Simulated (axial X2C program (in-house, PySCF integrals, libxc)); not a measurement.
# OAsO⁺: bond lengths and stretches, held linear

An exercise on one series of results from a longer session: the logs are not shown, and one member is left open.

The runs use an in-house X2C program for linear molecules on PySCF integrals; all-electron X2C, two-component (2c) or spin-free, O dyall-av3z, As dyall-v3z.

All values are calculated.

1 further run of the same task is left out (set aside as unsound or not needed).

The first run:

Input file task.json:

```json
{"zs": [8, 33, 8], "q": 1, "bas": ["dyall-av3z", "dyall-v3z", "dyall-av3z"], "r0": [1.71, 1.71], "symm": 1, "scan": ["PBE0", "HF", "PBE"], "levels": ["PBE0", "HF", "TPSSh"], "nst": 2}
```

Keys: zs atomic numbers; q charge; bas basis sets; r0 starting distance in Å; symm equal bonds; scan levels of the two-bond scan; levels methods; nst determinants followed.

Started as:

```sh
$ python solin.py task.json out
```

Masses O 15.995, As 74.922, O 15.995 u.

Steps of the session up to this table: Scan at PBE0, 2c; Scan at PBE, 2c; Scan at PBE0, spin-free.

One of the session's tables, all rows but one given; the rest of the session is left out.

| level | r(O–As) (Å) | r(As–O) (Å) | lower stretch (cm⁻¹) | upper stretch (cm⁻¹) |
| --- | --- | --- | --- | --- |
| PBE0, 2c | 1.569 | 1.569 | 981.8 | 1164.5 |
| PBE, 2c | 1.596 | 1.596 | 915.4 | 1105.7 |
| PBE0, spin-free | ? | ? | ? | ? |
| PBE, spin-free | 1.595 | 1.595 | 915.8 | 1105.9 |

Estimate the missing values for PBE0, spin-free.

The run gave: r(O–As) (Å): 1.569; r(As–O) (Å): 1.569; lower stretch (cm⁻¹): 982.2; upper stretch (cm⁻¹): 1164.5.

Scans not shown above were run alike.

The molecule was held linear; bending was not examined, so a bent shape may lie lower.
